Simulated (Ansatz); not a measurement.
Write a Python script for the Ansatz DFT code, driven from Python that makes harmonic frequencies at the relaxed geometry of CH₅B₂Br, SMILES BCBBr. Settings (for the species named): CAM-B3LYP, def2-SVP basis, multiplicity 1.

```xyz
9

B    -1.2926    0.5206    0.0083
C    -0.1496   -0.5597   -0.2077
B     1.2284   -0.0083    0.3581
Br    2.7973    0.2349   -0.8598
H    -1.2187    1.5780   -0.5147
H    -2.2347    0.2616    0.6724
H    -0.0533   -0.7763   -1.2917
H    -0.4157   -1.4945    0.3275
H     1.3389    0.2436    1.5076
```

The script, `freq_ch5b2br.py`:
```python
"""Harmonic frequencies of CH5B2Br at its relaxed geometry."""

import argparse

import ansatz as az
import numpy as np

parser = argparse.ArgumentParser(description="Harmonic frequencies of CH5B2Br at its relaxed geometry.")
parser.add_argument("--basis", default="def2-SVP", help="basis")
parser.add_argument("--xc", default="cam_b3lyp", help="exchange-correlation functional")
args = parser.parse_args()


def main() -> None:
    geometry_ang = [
        ("B", (-1.2926, 0.5206, 0.0083)),
        ("C", (-0.1496, -0.5597, -0.2077)),
        ("B", (1.2284, -0.0083, 0.3581)),
        ("Br", (2.7973, 0.2349, -0.8598)),
        ("H", (-1.2187, 1.578, -0.5147)),
        ("H", (-2.2347, 0.2616, 0.6724)),
        ("H", (-0.0533, -0.7763, -1.2917)),
        ("H", (-0.4157, -1.4945, 0.3275)),
        ("H", (1.3389, 0.2436, 1.5076)),
    ]
    geometry = az.Crystal.molecule()
    for symbol, xyz in geometry_ang:
        geometry = geometry.atom(symbol, xyz)

    model = (
        geometry.calculation()
        .basis(gaussian=args.basis)
        .functional(args.xc)
    )
    symbols = [site.symbol for site in geometry.cartesian_sites]
    start = np.array([site.position_ang for site in geometry.cartesian_sites], dtype=float)
    summary = model.relax(force_tolerance=0.003).run(threads=1).report
    end = np.array(summary["positions_ang"])

    print("bond        before    after (A)")
    for i, j in [(0, 1), (0, 4), (0, 5), (1, 2), (1, 6), (1, 7), (2, 3), (2, 8)]:
        d0, d1 = (np.linalg.norm(xyz[i] - xyz[j]) for xyz in (start, end))
        print(f"{symbols[i]}{i}-{symbols[j]}{j}".ljust(10), f"{d0:8.4f} {d1:8.4f}")
    for i, j, k in [(1, 0, 4), (1, 0, 5), (4, 0, 5), (0, 1, 2), (0, 1, 6), (0, 1, 7), (2, 1, 6), (2, 1, 7)]:
        u, v = end[i] - end[j], end[k] - end[j]
        print(f"angle {symbols[i]}{i}-{symbols[j]}{j}-{symbols[k]}{k}: {np.degrees(np.arccos(np.clip(u @ v / np.linalg.norm(u) / np.linalg.norm(v), -1, 1))):.2f} deg")

    # frequencies need a stationary point, so they are taken at the relaxed geometry
    minimum = az.Crystal.molecule()
    for symbol, xyz in zip(symbols, end):
        minimum = minimum.atom(symbol, xyz.tolist())
    vibrating = (
        minimum.calculation()
        .basis(gaussian=args.basis)
        .functional(args.xc)
        .phonons(temperatures=(100, 500, 100))
    )
    vib = vibrating.run(threads=1).report["vibrations"]
    sums = vib["harmonic_sums"]
    modes = [m["omega_inv_cm"] for m in sums["modes_at_gamma"] if m["rigid_motion"] == "no"]
    for number, w in enumerate(modes, start=1):
        print(f"mode {number:2d} {w:9.1f} 1/cm {w / 8065.544 * 1000:8.2f} meV")
    print("imaginary modes:", sum(w < 0 for w in modes), " zero-point energy:", round(sums["zero_point_energy_ev"], 4), "eV")
    print("T (K)   F_vib (eV)   S_vib (meV/K)   C_vib (meV/K)")
    for row in zip(sums["temperatures_k"], sums["vibrational_free_energy_ev"], vib["entropy_ev_per_k"], vib["heat_capacity_ev_per_k"]):
        print(f"{row[0]:6.1f} {row[1]:11.4f} {1000 * row[2]:13.4f} {1000 * row[3]:15.4f}")

    # all hydrogen replaced by deuterium
    heavier = vibrating.phonons(masses={"H": 2.014102}).run(threads=1).report["vibrations"]["harmonic_sums"]
    print("deuterated (1/cm):", " ".join(f"{m['omega_inv_cm']:.0f}" for m in heavier["modes_at_gamma"] if m["rigid_motion"] == "no"))
    print("zero-point energy falls by", round(sums["zero_point_energy_ev"] - heavier["zero_point_energy_ev"], 4), "eV")


if __name__ == "__main__":
    main()
```

Output of `python freq_ch5b2br.py`:
```text
bond        before    after (A)
B0-C1        1.5875   1.5584
B0-H4        1.1820   1.2060
B0-H5        1.1814   1.2070
C1-B2        1.5884   1.5502
C1-H6        1.1096   1.0964
C1-H7        1.1095   1.1110
B2-Br3       2.0010   1.9120
B2-H8        1.1820   1.2016
angle C1-B0-H4: 121.40 deg
angle C1-B0-H5: 119.90 deg
angle H4-B0-H5: 118.70 deg
angle B0-C1-B2: 109.12 deg
angle B0-C1-H6: 114.65 deg
angle B0-C1-H7: 103.08 deg
angle B2-C1-H6: 114.48 deg
angle B2-C1-H7: 102.98 deg
mode  1      58.9 1/cm     7.30 meV
mode  2     133.0 1/cm    16.49 meV
mode  3     259.1 1/cm    32.12 meV
mode  4     292.0 1/cm    36.20 meV
mode  5     630.0 1/cm    78.11 meV
mode  6     689.2 1/cm    85.45 meV
mode  7     756.9 1/cm    93.84 meV
mode  8     846.1 1/cm   104.90 meV
mode  9     884.5 1/cm   109.66 meV
mode 10    1018.4 1/cm   126.27 meV
mode 11    1032.1 1/cm   127.97 meV
mode 12    1083.3 1/cm   134.31 meV
mode 13    1094.9 1/cm   135.75 meV
mode 14    1228.5 1/cm   152.31 meV
mode 15    1256.6 1/cm   155.80 meV
mode 16    1403.2 1/cm   173.97 meV
mode 17    2584.8 1/cm   320.48 meV
mode 18    2668.9 1/cm   330.90 meV
mode 19    2677.4 1/cm   331.95 meV
mode 20    3009.4 1/cm   373.12 meV
mode 21    3162.9 1/cm   392.15 meV
imaginary modes: 0  zero-point energy: 1.6595 eV
T (K)   F_vib (eV)   S_vib (meV/K)   C_vib (meV/K)
 100.0      1.6530        0.1623          0.2005
 200.0      1.6272        0.3500          0.3615
 300.0      1.5831        0.5324          0.5552
 400.0      1.5206        0.7184          0.7420
 500.0      1.4396        0.9011          0.8960
deuterated (1/cm): 53 97 221 264 501 512 615 661 716 823 851 860 887 969 1112 1161 1880 1976 2007 2191 2341
zero-point energy falls by 0.3765 eV
```

Reading the output:
- These settings explore the input space; basis and method may be short of convergence.
- The frequencies are harmonic and unscaled, in a modest basis. The result belongs to the one conformer reached from this start, and soft torsions count as harmonic oscillators.
- Run time: 6.8 min on 1 thread of Arm Neoverse V2, on a shared host, peak memory 0.33 GiB.

(A comment or docstring line of the script was reworded after the run, the code is as it ran; lines on the test bed's own set-up are left out of the output.)
